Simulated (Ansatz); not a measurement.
# H4O2SeSn: the cost of one run

All numbers below are computed with Ansatz 0.2.0 (RKS PBE0-D4/def2-SVP).

**1. Starting point**

Bond lengths: O1–Sn2 1.937 Å, Sn2–O3 1.951 Å, Sn2–Se4 2.501 Å, O1–H5 1.042 Å, Sn2–H6 1.757 Å, O3–H7 0.989 Å, Se4–H8 1.518 Å. Angles: O1–Sn2–O3 107.8°, O1–Sn2–Se4 110.1°, O1–Sn2–H6 110.2°, O3–Sn2–Se4 107.9°, O3–Sn2–H6 109.8°, Se4–Sn2–H6 110.9°, Sn2–O1–H5 105.4°, Sn2–O3–H7 108.4°, Sn2–Se4–H8 91.5°.

Structure file:

```xyz
8

O    -0.2778    1.5396   -1.3146
Sn    0.0057    0.3598    0.1953
O     1.9132   -0.0379    0.2918
Se   -1.2136   -1.7950   -0.1579
H    -1.3105    1.6556   -1.3854
H    -0.5154    1.1393    1.6815
H     2.1635   -0.5590   -0.5102
H    -0.6729   -2.3595    1.1438
```

**2. Relaxing end A**

input.yaml reads:

```yaml
crystal:
  periodic: [false, false, false]
  atoms:
    - { symbol: O, position_ang: [-0.2778, 1.5396, -1.3146] }
    - { symbol: Sn, position_ang: [0.0057, 0.3598, 0.1953] }
    - { symbol: O, position_ang: [1.9132, -0.0379, 0.2918] }
    - { symbol: Se, position_ang: [-1.2136, -1.795, -0.1579] }
    - { symbol: H, position_ang: [-1.3105, 1.6556, -1.3854] }
    - { symbol: H, position_ang: [-0.5154, 1.1393, 1.6815] }
    - { symbol: H, position_ang: [2.1635, -0.559, -0.5102] }
    - { symbol: H, position_ang: [-0.6729, -2.3595, 1.1438] }
basis:
  gaussian: { orbitals: def2-SVP }
hamiltonian:
  xc: pbe0
  dispersion: d4
relax:
  f_tol: 0.02
  max_steps: 50
```

Run with:

```sh
$ ansatz run input.yaml --threads 2 --pin off --max-ram 3072MiB --backend cpu --events-out ev --progress --plain --runs-dir out
```

Q: Estimate wall time and peak memory on 2 threads of AMD EPYC 9R14 (Zen 4), shared host.

About 44 s, with a peak of 0.29 GiB.
